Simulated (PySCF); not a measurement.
**HfF4: geometry, NMR shifts and electronic excitations**

What NMR shifts and electronic excitations should HfF4 (`[F][Hf]([F])([F])[F]`) show?

The runs use PySCF 2.14.0, with density-fitted response routines of our own; the level of theory stands in each step. All values are computed, except where a source is named. Atoms are numbered from 0 throughout.

### Step 1. The starting structure

5 atoms, charge 0, multiplicity 1; geometry from: GFN2-xTB.

Bonds of the start (Å): Hf0–F1 1.82, Hf0–F2 1.82, Hf0–F3 1.82, Hf0–F4 1.82.

### Step 2. Relaxing the molecule at PBE0-D3(BJ)/def2-SVP

What the job is given:

```
{"job": {"xc": "PBE0", "basis": "def2-SVP", "d3": "d3bj", "grid": 1, "maxiter": 40, "kind": "geom"}, "charge": 0, "multiplicity": 1}
Hf     0.000130    -0.000750    -0.000450
F      0.008910    -0.014840     1.819870
F      1.714650     0.010050    -0.615080
F     -0.864260     1.490360    -0.589430
F     -0.859420    -1.484810    -0.614910
```

The log of the run:

```text
step   0  E = -447.00898304  max force = 0.064610
step   1  E = -447.02572166  max force = 0.017571
step   2  E = -447.02767582  max force = 0.003403
step   3  E = -447.02776495  max force = 0.000348
step   4  E = -447.02778229  max force = 0.000364
step   5  E = -447.02779882  max force = 0.000284
step   6  E = -447.02794950  max force = 0.002015
step   7  E = -447.02220591  max force = 0.020917
step   8  E = -447.02629613  max force = 0.014552
step   9  E = -447.02728922  max force = 0.008884
step  10  E = -447.02799583  max force = 0.005450
step  11  E = -447.02810493  max force = 0.003278
step  12  E = -447.02819046  max force = 0.001147
step  13  E = -447.02820578  max force = 0.000411
step  14  E = -447.02820623  max force = 0.000292
optimisation converged
```

Run time: 50 s. Hardware: 1 thread, shared host.

The steps of the relaxation: (the energy doesn't fall at every step)

```
step  energy from step 0 (eV)  largest force component (eV/Å)
   0                   0.0000                          3.3224
   1                  -0.4555                          0.9035
   2                  -0.5087                          0.1750
   3                  -0.5111                          0.0179
   4                  -0.5116                          0.0187
   5                  -0.5120                          0.0146
   6                  -0.5161                          0.1036
   7                  -0.3598                          1.0756
   8                  -0.4711                          0.7483
   9                  -0.4981                          0.4568
  10                  -0.5174                          0.2803
  11                  -0.5203                          0.1686
  12                  -0.5227                          0.0590
  13                  -0.5231                          0.0211
  14                  -0.5231                          0.0150
```

Distances of close pairs at the start and the end, largest changes first:

```
  bond  before (Å)  after (Å)  change (Å)
Hf0–F1       1.820      1.904      +0.083
Hf0–F2       1.821      1.903      +0.082
Hf0–F3       1.821      1.903      +0.082
Hf0–F4       1.822      1.903      +0.082
```

The next job starts from the end point, and lists it.

```
                         at the end point                value
  point group (found at 0.08 Å tolerance)                   Td
rotational constants (GHz, main isotopes)  2.757, 2.755, 2.749
                        dipole moment (D)                 0.01
```

### Step 3. Shielding tensors: PBE0/def2-TZVP+pcSseg-1

What the job is given:

```
{"job": {"kind": "nmr", "xc": "PBE0", "basis": {"default": "pcSseg-1", "Hf": "def2-TZVP"}}, "charge": 0, "multiplicity": 1}
Hf    -0.000115    -0.000989     0.000724
F     -0.310439    -0.059902     1.877987
F      1.873558     0.004503    -0.333546
F     -0.771892     1.580795    -0.723347
F     -0.791102    -1.524397    -0.821818
```

Method: GIAO PBE0/pcSseg-1 Hf:def2-TZVP NMR shielding, scalar relativity only through core potentials, gas phase.

The log of the run:

```text
coarse grid: 30040 points
cycle   1  E = -447.1661802034  dE = -1.901e+01  |g| = 1.052e+00  |ddm| = 6.414e+00
cycle   2  E = -446.7186609923  dE =  4.475e-01  |g| = 1.997e+00  |ddm| = 1.240e+00
cycle   3  E = -447.3265007266  dE = -6.078e-01  |g| = 1.273e-01  |ddm| = 9.355e-01
cycle   4  E = -447.3301964880  dE = -3.696e-03  |g| = 2.986e-02  |ddm| = 1.430e-01
cycle   5  E = -447.3303780663  dE = -1.816e-04  |g| = 1.635e-03  |ddm| = 2.181e-02
cycle   6  E = -447.3303785555  dE = -4.892e-07  |g| = 3.616e-04  |ddm| = 1.218e-03
final grid: 61792 points
cycle   7  E = -447.3300185500  dE = -3.981e-07  |g| = 6.361e-04  |ddm| = 9.454e-04
cycle   8  E = -447.3300184237  dE =  1.263e-07  |g| = 1.115e-03  |ddm| = 7.369e-04
cycle   9  E = -447.3300186117  dE = -1.880e-07  |g| = 2.164e-05  |ddm| = 4.687e-04
cycle  10  E = -447.3300186118  dE = -4.763e-11  |g| = 1.061e-05  |ddm| = 1.239e-05
converged SCF energy = -447.3300186118

GIAO shielding tensors (ppm)
atom      isotropic    diamagn.    paramagn.     s11        s22        s33       span
  0 Hf         nan         nan         nan        nan        nan        nan        nan
  1 F       57.514     470.401    -412.887   -114.545   -113.433    400.518    515.063
  2 F       57.299     470.393    -413.094   -114.511   -114.117    400.524    515.035
  3 F       57.180     470.389    -413.208   -114.770   -114.234    400.545    515.316
  4 F       57.400     470.397    -412.997   -114.645   -113.729    400.574    515.219
```

Wall time 4.8 s (1 thread, shared host).

Shifts follow as δ = σ(reference) − σ, with reference shieldings (ppm) from runs at the same level and on the same kind of geometry: 19F CFCl3 177.2. The references are single molecules in the gas phase, so shifts against H2O, NH3, PH3, H3PO4 or CFCl3 are not on the usual liquid scales and can be off by tens of ppm. Atoms listed in one row are averaged.

```
         atoms            environment  σ (ppm)  δ (ppm)
F1, F2, F3, F4  fluorine bonded to Hf     57.3    119.9
```

Atoms past Kr carry core potentials, so their printed shieldings have no meaning and are left out of the table.

Charges from the same density, by scheme (e):

```
         atoms  Mulliken  ESP fit
           Hf0      1.64     1.73
F1, F2, F3, F4     -0.41    -0.43
```

Mayer bond orders: Hf0–F1 1.01, Hf0–F2 1.01, Hf0–F3 1.01, Hf0–F4 1.01.

With diffuse functions Mulliken charges and Mayer bond orders lose their meaning; the other schemes are steadier.

### Step 4. TDDFT and polarisability: PBE0/def2-SVPD

What the job is given:

```
{"job": {"kind": "uv", "xc": "PBE0", "basis": "def2-SVPD", "ip": true, "nstates": 10}, "charge": 0, "multiplicity": 1}
Hf    -0.000115    -0.000989     0.000724
F     -0.310439    -0.059902     1.877987
F      1.873558     0.004503    -0.333546
F     -0.771892     1.580795    -0.723347
F     -0.791102    -1.524397    -0.821818
```

With the program's defaults for keys left out, this is: TDDFT PBE0/def2-SVPD, vertical, gas phase, core orbitals frozen in the response.

The log of the run:

```text
coarse grid: 30040 points
cycle   1  E = -446.9337111441  dE = -1.290e+01  |g| = 8.789e-01  |ddm| = 7.650e+00
cycle   2  E = -446.7296492657  dE =  2.041e-01  |g| = 1.430e+00  |ddm| = 1.484e+00
cycle   3  E = -447.0524805521  dE = -3.228e-01  |g| = 1.589e-01  |ddm| = 9.325e-01
cycle   4  E = -447.0582779169  dE = -5.797e-03  |g| = 1.566e-02  |ddm| = 1.862e-01
cycle   5  E = -447.0583260077  dE = -4.809e-05  |g| = 1.715e-03  |ddm| = 1.190e-02
cycle   6  E = -447.0583265561  dE = -5.484e-07  |g| = 1.916e-04  |ddm| = 1.956e-03
final grid: 61792 points
cycle   7  E = -447.0578885059  dE = -2.646e-07  |g| = 3.076e-04  |ddm| = 1.238e-03
cycle   8  E = -447.0578884782  dE =  2.764e-08  |g| = 5.093e-04  |ddm| = 4.938e-04
cycle   9  E = -447.0578885218  dE = -4.354e-08  |g| = 2.860e-05  |ddm| = 3.230e-04
cycle  10  E = -447.0578885219  dE = -1.269e-10  |g| = 2.402e-06  |ddm| = 1.955e-05
converged SCF energy = -447.0578885219

Static polarisability (au): isotropic 34.225, principal 34.192 34.233 34.250

Singlet excitations
state   eV       nm        f      main configurations
  1   9.5423    129.9   0.00000   H->L+1 0.52, H-1->L+1 0.17, H-5->L+2 0.12
  2   9.5438    129.9   0.00000   H-1->L+2 0.28, H-1->L+1 0.20, H-4->L+1 0.11
  3   9.5450    129.9   0.00000   H-2->L+2 0.57, H-3->L+1 0.22
  4   9.6196    128.9   0.00301   H->L+2 0.31, H-4->L+1 0.27, H-5->L+1 0.19
  5   9.6207    128.9   0.00279   H-1->L+2 0.19, H-4->L+1 0.15, H-5->L+1 0.13
  6   9.6213    128.9   0.00279   H-3->L+2 0.35, H-2->L+1 0.18, H-4->L+2 0.14
  7   9.6272    128.8   0.00004   H-3->L+1 0.47, H-2->L+2 0.25, H-5->L+1 0.10
  8   9.6282    128.8   0.00009   H-4->L+2 0.29, H-4->L+1 0.16, H-5->L+1 0.11
  9   9.6298    128.8   0.00002   H-5->L+2 0.44, H->L+1 0.15, H-4->L+2 0.14
 10   9.9106    125.1   0.00001   H->L 0.76, H-1->L 0.20

Triplet excitations (Tamm-Dancoff, eV): 9.1329 9.1335 9.1350 9.3118
```

Run time: 28 s. Hardware: 1 thread, shared host.

Frontier orbitals and where they lie:

```
orbital      eV                      atoms
 HOMO−3  -12.39  F4 25 %, F3 25 %, F1 22 %
 HOMO−2  -12.34  F4 32 %, F2 31 %, F3 18 %
 HOMO−1  -12.34  F1 36 %, F4 31 %, F3 23 %
   HOMO  -12.34  F2 35 %, F3 31 %, F1 21 %
   LUMO   -0.99   Hf0 71 %, F1 7 %, F4 7 %
 LUMO+1   -0.89   Hf0 71 %, F1 7 %, F4 7 %
 LUMO+2   -0.88   Hf0 71 %, F3 7 %, F2 7 %
```

With each of the 10 states as a Gaussian band of 0.4 eV half-width at 1/e, the curve within the window shown has maxima at 128 nm (ε 350) L/(mol cm). Beyond the last state computed it falls off for lack of states. The curve at chosen wavelengths:

nm, ε (L/mol/cm) and a bar:
```
      121         40 ##
      122         71 ####
      123        115 ########
      124        169 #############
      125        229 ###################
      126        285 ########################
      127        329 ############################
      128        352 ##############################
      129        350 ##############################
      130        326 ############################
      131        285 ########################
      132        233 ###################
      133        180 ##############
      134        132 ##########
      135         91 ######
      136         60 ###
      137         38 #
      138         23
```

Ground-state properties from the same run:

```
           property  computed
  dipole moment (D)      0.01
polarisability (Å³)      5.07
 HOMO–LUMO gap (eV)     11.35
      −ε(HOMO) (eV)     12.34
```

### Step 5. NMR shieldings: KT2/def2-TZVP+pcSseg-1

What the job is given:

```
{"job": {"kind": "nmr", "xc": "KT2", "basis": {"default": "pcSseg-1", "Hf": "def2-TZVP"}, "pop": false}, "charge": 0, "multiplicity": 1}
Hf    -0.000115    -0.000989     0.000724
F     -0.310439    -0.059902     1.877987
F      1.873558     0.004503    -0.333546
F     -0.771892     1.580795    -0.723347
F     -0.791102    -1.524397    -0.821818
```

Method: GIAO KT2/pcSseg-1 Hf:def2-TZVP NMR shielding, scalar relativity only through core potentials, gas phase.

The log of the run:

```text
coarse grid: 30040 points
cycle   1  E = -452.7727433166  dE = -1.862e+01  |g| = 1.274e+00  |ddm| = 6.439e+00
cycle   2  E = -451.4464746659  dE =  1.326e+00  |g| = 3.105e+00  |ddm| = 1.854e+00
cycle   3  E = -452.9692669075  dE = -1.523e+00  |g| = 3.500e-01  |ddm| = 1.601e+00
cycle   4  E = -452.9996070075  dE = -3.034e-02  |g| = 9.306e-02  |ddm| = 3.885e-01
cycle   5  E = -453.0014376498  dE = -1.831e-03  |g| = 1.094e-02  |ddm| = 6.208e-02
cycle   6  E = -453.0014584333  dE = -2.078e-05  |g| = 2.834e-03  |ddm| = 6.312e-03
cycle   7  E = -453.0014594971  dE = -1.064e-06  |g| = 1.287e-03  |ddm| = 1.802e-03
final grid: 61792 points
cycle   8  E = -453.0007119145  dE =  4.874e-07  |g| = 3.660e-03  |ddm| = 3.030e-03
cycle   9  E = -453.0007000121  dE =  1.190e-05  |g| = 9.216e-03  |ddm| = 5.877e-03
cycle  10  E = -453.0007141600  dE = -1.415e-05  |g| = 8.658e-05  |ddm| = 4.202e-03
cycle  11  E = -453.0007141602  dE = -1.617e-10  |g| = 7.333e-05  |ddm| = 6.756e-05
cycle  12  E = -453.0007141611  dE = -9.392e-10  |g| = 8.966e-06  |ddm| = 3.887e-05
converged SCF energy = -453.0007141611

GIAO shielding tensors (ppm)
atom      isotropic    diamagn.    paramagn.     s11        s22        s33       span
  0 Hf         nan         nan         nan        nan        nan        nan        nan
  1 F       23.640     471.718    -448.078   -152.830   -151.572    375.320    528.150
  2 F       23.452     471.710    -448.258   -152.696   -152.270    375.323    528.018
  3 F       23.328     471.706    -448.379   -152.973   -152.386    375.341    528.315
  4 F       23.520     471.715    -448.195   -152.911   -151.900    375.370    528.280
```

Wall time 6.4 s (1 thread, shared host).

Key values: δ F1 115.1 ppm (means over like atoms).

### Step 6. Side by side: NMR shifts

Shifts (ppm), means over like atoms, with basis size and wall time:

```
                    run     F1  functions   time
PBE0/def2-TZVP+pcSseg-1  119.9        108  4.8 s
 KT2/def2-TZVP+pcSseg-1  115.1        108  6.4 s
```

### Step 7. What came out

| quantity | value |
| --- | --- |
| point group | Td |
| rotational constants (main isotopes) | 2.76, 2.75, 2.75 GHz |
| 19F shifts against CFCl3 (PBE0/def2-TZVP+pcSseg-1, means over atoms taken as alike) | 119.9 ppm |
| lowest singlet (PBE0/def2-SVPD) | 9.54 eV (130 nm), f = 0.000 |
| brightest single state of those computed | state 4, 9.62 eV, f = 0.003 |
| lowest triplet | 9.13 eV |
| range of the shift of F1 | 115.1 to 119.9 ppm |

**Reading.** Over 14 steps the energy fell by 0.523 eV; of the close pairs, Hf0–F1 changed most, 1.820 to 1.904 Å. The first singlet state (HOMO→LUMO+1 0.52, HOMO−1→LUMO+1 0.17) lies at 9.54 eV and is dark; of the 10 states computed, the strongest absorption comes from states 4 to 6 together at 9.62 eV. The lowest triplet lies 0.41 eV below the lowest singlet (triplets in Tamm-Dancoff, singlets in full TDDFT). Spin-orbit coupling, left out, mixes singlets and triplets in elements this heavy. The shift of F1 (with its like atoms) runs from 115.1 (KT2/def2-TZVP+pcSseg-1) to 119.9 ppm (PBE0/def2-TZVP+pcSseg-1). Spin-orbit coupling is left out, which matters for shieldings and couplings at and beside the heavy atoms.
